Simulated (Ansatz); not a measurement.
# FZr: the cost of one run

Program: Ansatz 0.2.0, Gaussian basis. Level of theory: def2-QZVPP, core rule «outside noble gas», up to 5 orbitals frozen. These are calculated values, not measurements.

Plan: UHF; ROHF; CCSD(T) on UHF.

### Step 1. The geometry

The geometry is a PBE0/def2-TZVP stationary point (not a proven minimum) of the parent state, kept for this charge and spin. No spin-orbit coupling is included. Elements past krypton take def2 core potentials.

2 atoms, charge 0, spin multiplicity 2.

Atoms are counted from 1 here; the program's logs count them from 0.

Bond lengths: Zr1–F2 1.889 Å.

### Step 2. UHF

Input file in.yaml:

```yaml
crystal:
  periodic: [false, false, false]
  atoms:
    - {symbol: Zr, position_ang: [0.000000, 0.000000, 0.000000]}
    - {symbol: F, position_ang: [0.000000, 0.000000, 1.888800]}
basis:
  gaussian: {orbitals: "def2-QZVPP.json"}
magnetization: {spin_polarized: true, initial_magnetization: 1}
hamiltonian: {xc: hf}
output: {orbitals: {seedname: orbitals}}
```

On the command line:

```console
$ ansatz run in.yaml --threads 1 --pin off --events-out ev --progress --plain --max-ram 3968MiB --backend cpu
```

**Question.** How long does this run take on 1 thread of AMD EPYC 7R13, shared host, and how much memory does it need?

About 31 s, with a peak of 0.32 GiB.
